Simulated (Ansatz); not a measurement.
# Co in Ansatz: single point with PBEsol

Aim: the single point of Co with PBEsol.

Everything below comes from runs of Ansatz 0.2.0. Logs are shortened: lines on timing, memory, paths and dates and some standing lists are left out, and cuts for length are marked.

## Step 1: The sheet as given

The cell holds a sheet with vacuum, 1 atom: a = 2.347 Å, b = 2.347 Å, c = 23.800 Å, α = 90.00°, β = 90.00°, γ = 120.00°.

The cell was built by a generator and needn't be a form met in nature.

## Step 2: Single point, PBEsol, collinear spin, ferromagnetic start

Contents of input.yaml:

```yaml
crystal:
  lattice:
    - [2.34715, 0.0, 0.0]
    - [-1.17358, 2.03269, 0.0]
    - [0.0, 0.0, 23.8]
  atoms:
    - { symbol: Co, position: [0.0, 0.0, 0.29412], spin: 2.0 }
kpoints:
  mp_grid: { grid: [13, 13, 1] }
scf:
  occupations: { method: fermi_dirac, width: 0.05 }
hamiltonian:
  xc: pbesol
  pseudopotentials: { kind: all_electron, lapw: { basis_error: 0.002 } }
magnetization:
  spin_polarized: true
output:
  forces: true
  stress: true
  eigenvalues: true
```

Potentials or basis: all-electron LAPW, scalar-relativistic.

Started as:

```console
> ansatz run input.yaml --threads 2 --pin off --max-ram 8192MiB --backend cpu --events-out ev --progress --plain --runs-dir out
```

Output:

```text
Warning: RAYON_NUM_THREADS=2 ignored (pool sized by the plan → 2); use --threads N
LAPW: plane waves up to 9.268 Å⁻¹, error target 2.0e-3 eV per atom; small_component_spin mean_spin; Co in spheres of 1.174 Å, 17 of its electrons in bands, Dirac shells [] (how accurate: hamiltonian.pseudopotentials.lapw.basis_error, Limitations)
Engine: ansatz 0.2.0, x86_64-unknown-linux-gnu
Pseudopotentials: kind: all_electron
Pseudopotential: Co, LAPW, valence charge 17, lapw/all_electron/scalar/gaussian/Co, Koelling and Harmon's equation, gaussian nucleus
Functional definition: PBEsol
  exchange = pbesol_x
  correlation = pbesol_c
Crystal: 1 atoms, lattice volume = 113.550 Å³
Basis set: ecut = 327.26838795593216 eV, 1529 PW (Γ), exchange–correlation at level 2
Bands: 14, of which v1, the nominal top of the filled ones, is band 9 counted from 1 (8 counted from 0)
Symmetry: 24 space group operations
Space group: P6/mmm (ITA 191), of the structure as read, at distance tolerance 4.8e-5 Å
Magnetic group: BNS 191.233 (UNI 1463), of the structure as read, at distance tolerance 4.8e-5 Å
k-points: 21 of 169
Non-local potential: Co, projectors of the file, none
Initial density: superposition of atomic densities (neutral atoms: chi_scale 0, normalization atom)
Starting moments: Σ|m| = 2 μB on 1 of 1 site
Initial wavefunctions: plane waves of lowest kinetic energy (no species holds an atomic orbital)
Functional: x = pbesol(κ = 0.804, μ = 0.12345679012345678), c = pbesol(β = 0.046)
iter 1 solved again at ethr=5.37e-3 eV; its pass at ethr=1.00e-1 eV (dr2=9.13e-1 eV) is discarded
SCF iter   1: F=—  HF=-37883.123557 eV  |F-HF|=—  |Δ(HF+E_count)|=         —  Δρ=1.17e-2 (↑5.89e-3 ↓1.17e-2)  dr2=9.11e-1  dr2_m=1.73e-2  M=1.904 μB ∫|m|=1.925 μB  β_m=0.30  ethr=5.37e-3  ⟨swp⟩=2.3  Hψ=3938  notcnv=0
Mixer restart at iter 1: flushing history
preconditioner: auto → LDOS  [metal: Δε(μ)=0.020 eV  Ē_g=10.226 eV  σ=0.050 eV  W_gap=0.10  n_scr=14 (ndim 8)  ℏωp=10.5 eV  f_vac=0.803  D(μ)=2.07/eV (n_scr^D=12)]
spin=Collinear: LDOS preconditioning applied to the charge; magnetization (m = ρ↑ − ρ↓) channel mixes plain (no charge-response kernel on spin).
SCF iter   2: F=—  HF=-37882.962750 eV  |F-HF|=—  |Δ(HF+E_count)|=   1.61e-1  Δρ=8.50e-3 (↑4.37e-3 ↓8.50e-3)  dr2=5.22e-1  dr2_m=1.02e-2  M=1.851 μB ∫|m|=1.898 μB  β_m=0.63  ethr=5.36e-3  ⟨swp⟩=2.0  Hψ=1721  notcnv=0
iter 3 solved again at ethr=8.87e-5 eV; its pass at ethr=3.07e-3 eV (dr2=1.51e-2 eV) is discarded
SCF iter   3: F=—  HF=-37882.800969 eV  |F-HF|=—  |Δ(HF+E_count)|=   1.62e-1  Δρ=1.73e-3 (↑1.58e-3 ↓1.73e-3)  dr2=1.48e-2  dr2_m=5.52e-4  M=1.728 μB ∫|m|=1.892 μB  β_m=0.76  ethr=8.87e-5  ⟨swp⟩=2.4  Hψ=3139  notcnv=0  defer=1
SCF iter   4: F=—  HF=-37882.809205 eV  |F-HF|=—  |Δ(HF+E_count)|=         —  Δρ=6.02e-4 (↑6.02e-4 ↓4.01e-4)  dr2=1.40e-3  dr2_m=7.66e-5  M=1.722 μB ∫|m|=1.916 μB  β_m=0.88  ethr=8.72e-5  ⟨swp⟩=3.0  Hψ=1793  notcnv=0
the basis was enlarged: its passes take 121.3 KiB over the memory plan, 2 of 2 planned eigensolver slots
SCF iter   5: F=—  HF=-37882.810679 eV  |F-HF|=—  |Δ(HF+E_count)|=   1.47e-3  Δρ=2.03e-4 (↑1.08e-4 ↓2.03e-4)  dr2=1.28e-4  dr2_m=1.44e-5  M=1.721 μB ∫|m|=1.932 μB  β_m=0.78  ethr=8.21e-6  ⟨swp⟩=3.0  Hψ=1839  notcnv=0
SCF iter   6: F=—  HF=-37882.810425 eV  |F-HF|=—  |Δ(HF+E_count)|=   2.55e-4  Δρ=8.51e-5 (↑3.28e-5 ↓8.51e-5)  dr2=3.89e-5  dr2_m=1.62e-6  M=1.721 μB ∫|m|=1.930 μB  β_m=0.68  ethr=7.51e-7  ⟨swp⟩=3.0  Hψ=1676  notcnv=0
SCF iter   7: F=—  HF=-37882.810389 eV  |F-HF|=—  |Δ(HF+E_count)|=   3.52e-5  Δρ=1.91e-5 (↑1.91e-5 ↓1.88e-5)  dr2=1.37e-6  dr2_m=2.02e-7  M=1.722 μB ∫|m|=1.930 μB  β_m=0.84  ethr=2.29e-7  ⟨swp⟩=3.0  Hψ=1652  notcnv=0
SCF iter   8: F=—  HF=-37882.810391 eV  |F-HF|=—  |Δ(HF+E_count)|=   1.37e-6  Δρ=4.86e-6 (↑4.40e-6 ↓4.86e-6)  dr2=2.47e-8  dr2_m=1.27e-8  M=1.722 μB ∫|m|=1.930 μB  β_m=0.83  ethr=8.05e-9  ⟨swp⟩=3.0  Hψ=1694  notcnv=0  defer=1
SCF iter   9: F=—  HF=-37882.810391 eV  |F-HF|=—  |Δ(HF+E_count)|=   4.97e-8  Δρ=2.28e-6 (↑1.49e-6 ↓2.28e-6)  dr2=2.74e-9  dr2_m=3.17e-9  M=1.722 μB ∫|m|=1.930 μB  β_m=0.88  ethr=1.46e-10  ⟨swp⟩=3.0  Hψ=1657  notcnv=0
iter 10 met the thresholds in force, and the SCF goes on: an eigenvalue changes by 5.66 meV, over its tolerance of 0.50 meV (output.eigenvalues, Limitations)
SCF iter  10: F=-37882.810391 eV  HF=-37882.810391 eV  |F-HF|=2.69e-9  |Δ(HF+E_count)|=  1.82e-10  Δρ=8.01e-7 (↑2.33e-7 ↓8.01e-7)  dr2=6.97e-10  dr2_m=1.86e-10  M=1.722 μB ∫|m|=1.930 μB  β_m=0.94  ethr=1.61e-11  ⟨swp⟩=2.8  Hψ=1570  notcnv=0
SCF iter  11: F=-37882.810391 eV  HF=-37882.810391 eV  |F-HF|=1.46e-11  |Δ(HF+E_count)|=  3.64e-10  Δρ=7.45e-8 (↑5.26e-8 ↓7.45e-8)  dr2=9.95e-12  dr2_m=2.75e-12  M=1.722 μB ∫|m|=1.930 μB  ethr=4.10e-12  ⟨swp⟩=2.4  Hψ=1537  notcnv=0
SCF 1 converged in 11 iterations: F = -37882.810391 eV  dr2 = 9.95e-12
SCF converged after 11 iterations
an eigenvalue changed by more than its tolerance at an iteration that met the thresholds in force, so the SCF went on 1 time: the last check found none over its tolerance
Magnetization: 1.7215 μB (9.3608 up, 7.6392 down)
Absolute magnetization: 1.9300 μB (∫|ρ↑−ρ↓|)
Spin contamination: 0.0527 ħ² per cell (⟨S²⟩ above its minimum at these occupations)
Per-site moments (μB) at R_I (Å): [(1.807329116864981, 1.1735745418537593)]
Free energy (F): -37882.810391 eV
Harris-Foulkes:  -37882.810391 eV  (|F-HF|=1.46e-11)
Internal energy: -37882.795896 eV  (E = F + TS)
E sigma→0 (E₀):  -37882.803143 eV
Entropy (-TS):   -0.014495 eV (-14.495 meV/atom)
Fermi energy:    -2.927721 eV
--- Per-component energies (eV) ---
  E_band       = -607.900928
  E_kinetic    = 38440.775521
  E_xc         = -1589.090604
  E_electrostatic = -74734.480813  (all electrons and nuclei)
  E_smearing   = -0.014495  (= −TS)
  E_closure    = 0.000000  (closes the sum)
  E_atoms      = -37875.439365  (free atoms, spherical and without spin; not in F)
  Σ components = -37882.810391   (vs F -37882.810391, Δ=0.00e0)
  Basis errors (estimates in eV, not in F): energy 9.1e-4 per atom: plane waves 8.6e-4 (5.4e-4 summed), levels above the bands 2.0e-56, relativity 2.8e-8, radial functions 5.6e-5, core shells 7.7e-9; eigenvalues (radial functions only) 3.0e-6; not estimated: angular momenta, meshes, grids; target (lapw.basis_error) 2.0e-3; muffin-tin radii Co 1.174 Å
--- Forces (eV/Å), atoms counted from 1 ---
  atom   1  Co     0.00000000    -0.00000000     0.00000000
  max |Σ_I F_I| component: 1.31e-31 eV/Å
--- Stress (GPa, compression-positive) ---
       -1.175563       0.000000       0.000000
        0.000000      -1.175563      -0.000000
        0.000000      -0.000000       0.000186
  P = ⅓ Tr σ = -0.7836 GPa (-7.836 kbar)
--- Band table (eV; the first three rows and the last of 42) ---
  k-point 0 ↑: bands = ["-98.7674", "-62.3017", "-61.8449", "-61.8449", "-9.4405", "-5.8098", "-5.3891", "-5.3891", "-4.0823", "-4.0823", "-2.6635", "2.0228", "2.4741", "2.5684"]
  k-point 1 ↑: bands = ["-98.7631", "-62.2982", "-61.8704", "-61.8509", "-9.1966", "-5.7328", "-5.4759", "-5.2711", "-4.4535", "-4.1065", "-2.1580", "2.2287", "2.6957", "2.7814"]
  k-point 2 ↑: bands = ["-98.7512", "-62.2888", "-61.9409", "-61.8677", "-8.5155", "-5.6692", "-5.5123", "-5.0591", "-4.9358", "-4.1735", "-1.1278", "2.8468", "3.3566", "3.4209"]
  k-point 20 ↓: bands = ["-96.5359", "-60.2346", "-60.1636", "-59.8796", "-4.7916", "-4.2941", "-4.1756", "-3.6774", "-2.5861", "4.1545", "6.7636", "8.1582", "8.6105", "11.3831"]
```

Wall time 17 s (2 threads of AMD EPYC 7R43 (Zen 3), shared host); peak memory 0.5 GiB.

Results:

- Free energy: -37882.8104 eV
- Band gap on the k mesh: none (metal or under the smearing width)
- Net moment: 1.72 μB per cell
- Absolute moment: 1.93 μB per cell
- Site moments: Co +1.81 μB
- Work function: 5.32 eV

Stress tensor (GPa, compression positive):
```
-1.18  0.00  0.00
 0.00 -1.18  0.00
 0.00  0.00  0.00
```

Levels at points of the mesh, in eV from the Fermi level:
Spin up:
```
           k point  band 7  band 8  band 9  band 10  band 11  band 12
(0.00, 0.00, 0.00)   -2.46   -2.46   -1.15    -1.15     0.26     4.95
```
Spin down:
| k point | band 4 | band 5 | band 6 | band 7 | band 8 | band 9 | band 10 | band 11 | band 12 | band 13 |
| --- | --- | --- | --- | --- | --- | --- | --- | --- | --- | --- |
| (0.00, 0.00, 0.00) | -56.94 | -6.24 | -1.43 | -0.87 | -0.87 | 0.19 | 0.96 | 0.96 | 4.87 | 5.29 |
